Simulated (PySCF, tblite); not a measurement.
**CH6Ge2, a small gas-phase stand-in for a defect centre: NMR shifts, core binding energies and electronic excitations**

Aim: the NMR shifts, core binding energies and electronic excitations of `[CH3][Ge][GeH3]`. It is drawn as: twofold Ge.

Computed with tblite 0.8.0 and PySCF 2.14.0; each step states its level. No surroundings beyond the atoms listed, unless a continuum is named. Atoms count from 0, parts from 1.

## Step 1: Starting point

9 atoms, charge 0, multiplicity 1; geometry: distance geometry start.

## Step 2: Geometry optimisation with GFN2-xTB

What the job is given:

```
{"job": {"kind": "relax", "xc": "GFN2-xTB", "basis": "xTB"}, "charge": 0, "multiplicity": 1}
Ge     0.966474    -0.190482    -0.502455
C      1.213995    -1.858091    -1.444954
Ge     1.070008     1.960184     0.550227
H      0.270468    -2.242535    -1.724070
H      1.696373    -2.542733    -0.827414
H      1.769838    -1.684063    -2.310095
H      2.021477     2.868659    -0.266145
H      1.582456     1.844328     1.956117
H     -0.292881     2.578961     0.527945
```

Method: GFN2-xTB geometry optimisation, gas phase.

Command:

```sh
$ OMP_NUM_THREADS=1 python cluster_run.py task.json out
```

The driver reads the jobs from task.json and runs them one after another.

Output:

```text
step      E/eV     max force
  0    -242.51744    5.223
  1    -243.13874    4.789
  2    -244.00641    3.550
  3    -244.51727    2.289
  4    -244.81369    1.310
  5    -244.96921    0.984
  6    -245.08959    0.908
  7    -245.19392    0.676
  8    -245.24799    0.682
  9    -245.28099    0.702
 10    -245.32964    0.722
 11    -245.37691    0.781
 12    -245.40982    0.539
 13    -245.43179    0.394
 14    -245.44815    0.429
 15    -245.46888    0.566
 16    -245.49254    0.570
 17    -245.51886    0.637
 18    -245.54402    0.498
 19    -245.56324    0.465
 20    -245.57505    0.387
 21    -245.58867    0.602
 22    -245.61077    0.713
 23    -245.63845    0.607
 24    -245.66313    0.567
 25    -245.67544    0.647
 26    -245.69068    0.452
 27    -245.70415    0.352
 28    -245.71651    0.323
 29    -245.72437    0.261
 30    -245.73116    0.260
 31    -245.73687    0.238
 32    -245.74559    0.376
 33    -245.75778    0.429
 34    -245.77255    0.392
 35    -245.78668    0.299
 36    -245.79898    0.210
 37    -245.80496    0.183
 38    -245.80704    0.188
 39    -245.80957    0.155
 40    -245.81411    0.118
 41    -245.81839    0.165
 42    -245.82228    0.160
 43    -245.82389    0.108
 44    -245.82477    0.070
 45    -245.82537    0.066
 46    -245.82592    0.084
 47    -245.82647    0.098
 48    -245.82715    0.107
 49    -245.82816    0.111
 50    -245.82952    0.116
 51    -245.83085    0.101
 52    -245.83168    0.072
 53    -245.83217    0.071
 54    -245.83271    0.075
 55    -245.83348    0.091
 56    -245.83433    0.091
 57    -245.83497    0.062
 58    -245.83529    0.046
 59    -245.83545    0.040
 60    -245.83558    0.033
 61    -245.83570    0.035
 62    -245.83584    0.034
 63    -245.83599    0.032
 64    -245.83611    0.027
 65    -245.83621    0.030
 66    -245.83631    0.030
 67    -245.83648    0.046
 68    -245.83680    0.077
 69    -245.83738    0.107
 70    -245.83826    0.115
 71    -245.83930    0.101
 72    -245.84061    0.131
 73    -245.84218    0.134
 74    -245.84405    0.157
 75    -245.84009    0.452
 76    -245.84680    0.111
 77    -245.84777    0.080
 78    -245.84858    0.179
 79    -245.84936    0.061
 80    -245.84964    0.047
 81    -245.85019    0.069
 82    -245.85041    0.040
 83    -245.85078    0.035
 84    -245.85105    0.035
 85    -245.85115    0.023
 86    -245.85118    0.014
 87    -245.85119    0.010
 88    -245.85119    0.009
 89    -245.85120    0.011
 90    -245.85121    0.008
 91    -245.85122    0.005
```

It took 0.86 s on 1 thread of Arm Neoverse V1, shared host.

Along the way:

```tsv
step	energy from step 0 (eV)	largest force (eV/Å)
0	0.0000	5.2229
3	-1.9998	2.2891
6	-2.5721	0.9084
9	-2.7636	0.7026
12	-2.8924	0.5389
15	-2.9514	0.5656
18	-3.0266	0.4979
21	-3.0712	0.6023
24	-3.1457	0.5677
27	-3.1867	0.3527
30	-3.2137	0.2594
33	-3.2403	0.4291
36	-3.2815	0.2095
39	-3.2921	0.1549
42	-3.3048	0.1592
45	-3.3079	0.0662
48	-3.3097	0.1068
51	-3.3134	0.1008
54	-3.3153	0.0746
57	-3.3175	0.0619
60	-3.3181	0.0328
63	-3.3186	0.0316
66	-3.3189	0.0298
69	-3.3199	0.1076
72	-3.3232	0.1300
75	-3.3227	0.4520
78	-3.3311	0.1787
81	-3.3328	0.0695
84	-3.3336	0.0339
87	-3.3338	0.0099
90	-3.3338	0.0077
91	-3.3338	0.0054
```

Distances of close pairs at the start and the end, largest changes first:

```tsv
bond	before (Å)	after (Å)	change (Å)
Ge0–Ge2	2.397	2.501	+0.104
Ge0–C1	1.931	2.023	+0.091
C1–H4	1.041	1.091	+0.050
C1–H5	1.043	1.091	+0.048
C1–H3	1.056	1.091	+0.035
Ge2–H6	1.548	1.518	-0.030
Ge2–H8	1.497	1.517	+0.020
Ge2–H7	1.501	1.518	+0.017
```

## Step 3: Optimising the geometry at PBE0-D3(BJ)/def2-SVP

What the job is given:

```
{"job": {"xc": "PBE0", "basis": "def2-SVP", "d3": "d3bj", "grid": 2, "kind": "geom", "shake": 0.01}, "charge": 0, "multiplicity": 1}
Ge    -1.438200    -0.728808     0.269852
C      0.018933    -1.526837    -0.841140
Ge    -0.176614     1.366111     0.774614
H     -0.198898    -2.515856    -1.206707
H      0.939265    -1.609476    -0.265610
H      0.239758    -0.888853    -1.705284
H      1.049072     1.775726    -0.056652
H      0.503688     1.405728     2.152155
H     -0.892758     2.699119     0.870223
```

Output:

```text
step   0  E = -4194.55560085  max force = 0.014811
step   1  E = -4194.56170816  max force = 0.005900
step   2  E = -4194.56191838  max force = 0.001187
step   3  E = -4194.56193958  max force = 0.000321
step   4  E = -4194.56194851  max force = 0.000266
optimisation converged
```

Run time: 31 s. Hardware: 1 thread of Arm Neoverse V1, shared host; peak memory 0.52 GiB.

Relaxation path:

```tsv
step	energy from step 0 (eV)	largest force component (eV/Å)
0	0.0000	0.7616
1	-0.1662	0.3034
2	-0.1719	0.0610
3	-0.1725	0.0165
4	-0.1727	0.0137
```

Distances of close pairs at the start and the end, largest changes first:

```tsv
bond	before (Å)	after (Å)	change (Å)
Ge2–H8	1.516	1.545	+0.029
C1–H3	1.077	1.099	+0.023
C1–H4	1.089	1.104	+0.015
Ge2–H7	1.537	1.551	+0.014
Ge2–H6	1.537	1.548	+0.012
Ge0–Ge2	2.497	2.506	+0.009
C1–H5	1.097	1.105	+0.008
Ge0–C1	1.999	1.996	-0.003
```

The end geometry stands in the next job.

```tsv
at the end point	value
point group (found at 0.08 Å tolerance)	C1
rotational constants (GHz, main isotopes)	8.558, 1.777, 1.512
dipole moment (D)	1.29
```

## Step 4: Shielding tensors: PBE0/pcSseg-2

What the job is given:

```
{"job": {"kind": "nmr", "xc": "PBE0", "basis": "pcSseg-2"}, "charge": 0, "multiplicity": 1}
Ge    -1.443783    -0.640367     0.212032
C      0.055702    -1.516017    -0.772151
Ge    -0.141480     1.436841     0.732996
H     -0.199426    -2.536261    -1.092526
H      0.968855    -1.546297    -0.152508
H      0.309617    -0.911327    -1.660998
H      1.044439     1.722249    -0.220609
H      0.462280     1.256005     2.150113
H     -1.012471     2.711206     0.794810
```

With the program's defaults for keys left out, this is: GIAO PBE0/pcSseg-2 NMR shielding, non-relativistic, gas phase.

Output:

```text
coarse grid: 34848 points
cycle   1  E = -4195.1054112366  dE = -1.524e+00  |g| = 1.399e+00  |ddm| = 2.103e+00
cycle   2  E = -4195.0330290459  dE =  7.238e-02  |g| = 1.547e+00  |ddm| = 8.177e-01
cycle   3  E = -4195.2012502298  dE = -1.682e-01  |g| = 1.516e-01  |ddm| = 5.301e-01
cycle   4  E = -4195.2038208289  dE = -2.571e-03  |g| = 3.936e-02  |ddm| = 1.093e-01
cycle   5  E = -4195.2042517798  dE = -4.310e-04  |g| = 6.842e-03  |ddm| = 3.334e-02
cycle   6  E = -4195.2042602686  dE = -8.489e-06  |g| = 1.657e-03  |ddm| = 5.351e-03
final grid: 69520 points
cycle   7  E = -4195.2041811385  dE = -1.593e-07  |g| = 1.550e-03  |ddm| = 2.661e-03
cycle   8  E = -4195.2041810594  dE =  7.912e-08  |g| = 1.691e-03  |ddm| = 2.199e-03
cycle   9  E = -4195.2041815926  dE = -5.332e-07  |g| = 2.203e-04  |ddm| = 1.048e-03
cycle  10  E = -4195.2041816018  dE = -9.194e-09  |g| = 1.989e-05  |ddm| = 1.623e-04
cycle  11  E = -4195.2041816018  dE = -7.458e-11  |g| = 5.215e-06  |ddm| = 1.324e-05
converged SCF energy = -4195.2041816018

GIAO shielding tensors (ppm)
atom      isotropic    diamagn.    paramagn.     s11        s22        s33       span
  0 Ge   -1006.514    2756.933   -3763.447  -4172.165   -461.041   1613.665   5785.830
  1 C      130.986     241.279    -110.294     62.409    148.060    182.488    120.080
  2 Ge    1615.258    2756.137   -1140.879   1542.413   1597.281   1706.079    163.666
  3 H       26.192      28.142      -1.950     24.656     25.141     28.780      4.124
  4 H       28.704      29.541      -0.837     23.786     29.821     32.504      8.717
  5 H       29.178      29.358      -0.180     23.724     30.267     33.543      9.819
  6 H       27.386      28.926      -1.540     21.464     23.613     37.080     15.616
  7 H       27.619      28.523      -0.904     21.401     23.937     37.519     16.118
  8 H       26.604      28.321      -1.717     20.751     22.745     36.316     15.566
```

Run time: 32 s. Hardware: 1 thread of Arm Neoverse V1, shared host; peak memory 1.1 GiB.

Shifts follow as δ = σ(reference) − σ, with reference shieldings (ppm) from runs at the same level and on the same kind of geometry: $^{1}$H TMS 31.25, $^{13}$C TMS 184.1, $^{73}$Ge GeMe4 1337. The references are single molecules in the gas phase.

```tsv
atoms	environment	σ (ppm)	δ (ppm)
C1	carbon bonded to Ge, 3 H	131.0	53.1
H3	hydrogen on a carbon bonded to Ge	26.19	5.05
H8	hydrogen on a germanium bonded to Ge	26.60	4.64
H6	hydrogen on a germanium bonded to Ge	27.39	3.86
H7	hydrogen on a germanium bonded to Ge	27.62	3.63
H4	hydrogen on a carbon bonded to Ge	28.70	2.54
H5	hydrogen on a carbon bonded to Ge	29.18	2.07
Ge0	germanium bonded to C, Ge	-1007	2344
Ge2	germanium bonded to Ge, 3 H	1615	-278
```

The run also stored atomic charges by several schemes (e):

```tsv
atoms	Mulliken	IAO	Hirshfeld	ESP fit
Ge0	0.12	0.31	0.22	-0.26
C1	-0.18	-0.68	-0.24	0.74
Ge2	0.12	0.12	0.13	0.65
```

Mayer bond orders: Ge0–C1 0.95, Ge0–Ge2 1.01.

## Step 5: Core-electron binding energies: SCAN, X2C

The job, as its differences from that of step 4:

```diff
@@ -1,2 +1,2 @@
-{"job": {"kind": "nmr", "xc": "PBE0", "basis": "pcSseg-2"}, "charge": 0, "multiplicity": 1}
+{"job": {"kind": "xps", "holes": 5}, "charge": 0, "multiplicity": 1}
 Ge    -1.443783    -0.640367     0.212032
```

With the program's defaults for keys left out, this is: delta-SCF UKS SCAN, pcX-2 on the ionised atom, pcseg-1 elsewhere, spin-free X2C.

Output:

```text
ground state, core basis on atom 1 (C), 129 functions
  cycle   1  E = -4229.55166746  |g| = 4.24e-01
  cycle   2  E = -4229.47062612  |g| = 6.59e-01
  cycle   3  E = -4229.59834832  |g| = 5.66e-02
  cycle   4  E = -4229.59952965  |g| = 1.73e-02
  cycle   5  E = -4229.59965041  |g| = 6.41e-03
  cycle   6  E = -4229.59966283  |g| = 2.88e-03
  cycle   7  E = -4229.59967085  |g| = 6.75e-04
  cycle   8  E = -4229.59967153  |g| = 8.69e-05
  E(ground) = -4229.86415639 Eh
hole in C 1s of atom 1
  cycle   1  E = -4218.35766333  |g| = 1.51e+00
  cycle   2  E = -4217.63386206  |g| = 1.82e+00
  cycle   3  E = -4218.88955961  |g| = 3.29e-01
  cycle   4  E = -4218.93313274  |g| = 1.07e-01
  cycle   5  E = -4218.94006880  |g| = 4.12e-02
  cycle   6  E = -4218.94135284  |g| = 8.99e-03
  cycle   7  E = -4218.94141646  |g| = 3.50e-03
  cycle   8  E = -4218.94142853  |g| = 1.01e-03
  cycle   9  E = -4218.94142991  |g| = 5.39e-04
  cycle  10  E = -4218.94142920  |g| = 1.56e-04
  E(ion) = -4219.20537326 Eh   <S^2> = 0.7693   hole on atom = 1.000   binding energy = 290.040 eV
```

It took 5 s on 1 thread of Arm Neoverse V1, shared host; peak memory 0.32 GiB.

Binding energies by hole, beside the orbital energy of the ground state; the difference holds orbital relaxation and, for a density functional, its self-interaction error:

```tsv
hole	stands for	environment	ΔSCF (eV)	−ε (eV)	⟨S²⟩
C1s on C1	C1	carbon bonded to Ge, 3 H	290.04	273.6	0.769
```

## Step 6: Excited states and response: CAM-B3LYP/def2-SVPD

The job, as its differences from that of step 5:

```diff
@@ -1,2 +1,2 @@
-{"job": {"kind": "xps", "holes": 5}, "charge": 0, "multiplicity": 1}
+{"job": {"kind": "uv", "xc": "CAM-B3LYP", "basis": "def2-SVPD", "nstates": 6, "ntriplets": 2, "ip": true}, "charge": 0, "multiplicity": 1}
 Ge    -1.443783    -0.640367     0.212032
```

Method: TDDFT CAM-B3LYP/def2-SVPD, vertical, gas phase, core orbitals frozen in the response.

Output:

```text
coarse grid: 34848 points
cycle   1  E = -4195.3064772106  dE = -1.401e+00  |g| = 5.174e-01  |ddm| = 3.194e+00
cycle   2  E = -4195.3099049954  dE = -3.428e-03  |g| = 5.139e-01  |ddm| = 9.783e-01
cycle   3  E = -4195.3447694453  dE = -3.486e-02  |g| = 2.043e-02  |ddm| = 4.436e-01
cycle   4  E = -4195.3449297619  dE = -1.603e-04  |g| = 1.206e-02  |ddm| = 7.285e-02
cycle   5  E = -4195.3449733248  dE = -4.356e-05  |g| = 2.762e-03  |ddm| = 2.526e-02
cycle   6  E = -4195.3449762010  dE = -2.876e-06  |g| = 6.577e-04  |ddm| = 8.611e-03
final grid: 69520 points
cycle   7  E = -4195.3448852836  dE = -2.613e-07  |g| = 4.258e-04  |ddm| = 3.483e-03
cycle   8  E = -4195.3448853132  dE = -2.956e-08  |g| = 3.949e-04  |ddm| = 1.338e-03
cycle   9  E = -4195.3448853551  dE = -4.193e-08  |g| = 4.916e-05  |ddm| = 4.524e-04
cycle  10  E = -4195.3448853566  dE = -1.471e-09  |g| = 2.031e-05  |ddm| = 2.012e-04
cycle  11  E = -4195.3448853569  dE = -3.438e-10  |g| = 5.958e-06  |ddm| = 1.459e-04
converged SCF energy = -4195.3448853569

Static polarisability (au): isotropic 86.512, principal 66.451 83.290 109.794

Singlet excitations
state   eV       nm        f      main configurations
  1   1.9495    636.0   0.00375   H->L 0.99
  2   3.5977    344.6   0.00615   H-1->L 0.98
  3   5.4609    227.0   0.18524   H->L+1 0.64, H->L+2 0.29
  4   5.8282    212.7   0.10312   H->L+2 0.62, H->L+1 0.21
  5   5.9128    209.7   0.13271   H->L+3 0.71, H-2->L 0.19
  6   6.0094    206.3   0.00221   H-3->L 0.84, H-2->L 0.09

Triplet excitations (Tamm-Dancoff, eV): 1.0873 3.0431
Vertical ionisation energy (delta-SCF) = 8.2398 eV
Vertical electron affinity (delta-SCF) = 1.1202 eV
```

Run time: 36 s. Hardware: 1 thread of Arm Neoverse V1, shared host; peak memory 0.69 GiB.

Frontier orbitals and where they lie:

```tsv
orbital	eV	atoms
HOMO−3	-10.71	Ge2 42 %, H6 32 %, H8 10 %
HOMO−2	-10.68	Ge2 44 %, H7 27 %, H8 22 %
HOMO−1	-9.16	Ge0 34 %, C1 30 %, Ge2 18 %
HOMO	-7.40	Ge0 57 %, Ge2 21 %, C1 10 %
LUMO	-1.83	Ge0 69 %, Ge2 13 %, C1 11 %
LUMO+1	0.80	Ge0 40 %, Ge2 25 %, H6 10 %
LUMO+2	1.00	Ge2 38 %, Ge0 20 %, C1 11 %
```

With each of the 6 states as a Gaussian band of 0.4 eV half-width at 1/e, the curve within the window shown has maxima at 636 nm (ε 150), 345 nm (ε 250), 217 nm (ε 13,000) L/(mol cm). Beyond the last state computed it falls off for lack of states. The curve at chosen wavelengths:

```json
{"nm": "197", "ε (L/mol/cm)": "3127"}
{"nm": "226", "ε (L/mol/cm)": "11399"}
{"nm": "255", "ε (L/mol/cm)": "875"}
{"nm": "284", "ε (L/mol/cm)": "10"}
{"nm": "313", "ε (L/mol/cm)": "106"}
{"nm": "341", "ε (L/mol/cm)": "246"}
{"nm": "370", "ε (L/mol/cm)": "173"}
{"nm": "399", "ε (L/mol/cm)": "57"}
{"nm": "428", "ε (L/mol/cm)": "12"}
{"nm": "457", "ε (L/mol/cm)": "6"}
{"nm": "486", "ε (L/mol/cm)": "16"}
{"nm": "515", "ε (L/mol/cm)": "40"}
{"nm": "544", "ε (L/mol/cm)": "76"}
{"nm": "572", "ε (L/mol/cm)": "112"}
{"nm": "601", "ε (L/mol/cm)": "140"}
{"nm": "630", "ε (L/mol/cm)": "151"}
{"nm": "659", "ε (L/mol/cm)": "148"}
{"nm": "688", "ε (L/mol/cm)": "133"}
{"nm": "717", "ε (L/mol/cm)": "112"}
{"nm": "746", "ε (L/mol/cm)": "91"}
{"nm": "775", "ε (L/mol/cm)": "71"}
{"nm": "803", "ε (L/mol/cm)": "55"}
{"nm": "832", "ε (L/mol/cm)": "41"}
{"nm": "861", "ε (L/mol/cm)": "30"}
{"nm": "890", "ε (L/mol/cm)": "22"}
{"nm": "919", "ε (L/mol/cm)": "16"}
```

Ground-state properties from the same run:

```tsv
property	computed
dipole moment (D)	1.25
polarisability (Å³)	12.82
HOMO–LUMO gap (eV)	5.57
−ε(HOMO) (eV)	7.40
```

## Step 7: Summary of results

| quantity | value |
| --- | --- |
| point group | C1 |
| rotational constants (main isotopes) | 8.56, 1.78, 1.51 GHz |
| $^{13}$C shifts against TMS (PBE0/pcSseg-2) | 53.1 ppm |
| $^{1}$H shifts against TMS (PBE0/pcSseg-2) | 5.05, 4.64, 3.86, 3.63, 2.54, 2.07 ppm |
| $^{73}$Ge shifts against GeMe4 (PBE0/pcSseg-2) | 2344, -278 ppm |
| C1s binding energies, SCAN/pcX-2 | C1 290.04 eV |
| lowest singlet (CAM-B3LYP/def2-SVPD) | 1.95 eV (636 nm), f = 0.004 |
| brightest single state of those computed | state 3, 5.46 eV, f = 0.185 |
| lowest triplet | 1.09 eV |
| vertical ionisation energy (ΔSCF) | 8.24 eV |
| vertical electron affinity (ΔSCF) | 1.12 eV |

**Reading.** The start of the PBE0/def2-SVP relaxation was shaken at random by about 0.01 Å, so part of the energy gained, and of the first lengths quoted, undoes that. Relaxing lowered the energy by 0.173 eV in 4 steps; the close pair that moved most is Ge2–H8, from 1.516 to 1.545 Å (PBE0/def2-SVP). No frequency check was run at this level, so the end point may be a saddle. Hydrogens of an XH3 group are listed apart at this fixed geometry; free rotation makes them one line at their mean. At PBE0/pcSseg-2: The widest tensor belongs to Ge0: span 5786 ppm, with a paramagnetic part of -3763 ppm. The first singlet state (HOMO→LUMO 0.99) lies at 1.95 eV and is weak; of the 6 states computed, the strongest absorption comes from state 3 at 5.46 eV. The lowest triplet lies 0.86 eV below the lowest singlet (triplets in Tamm-Dancoff, singlets in full TDDFT). ΔSCF puts the ionisation energy at 8.24 eV, 0.84 eV above −ε(HOMO). Spin-orbit coupling is left out, which matters for shieldings and couplings at and beside the heavy atoms.
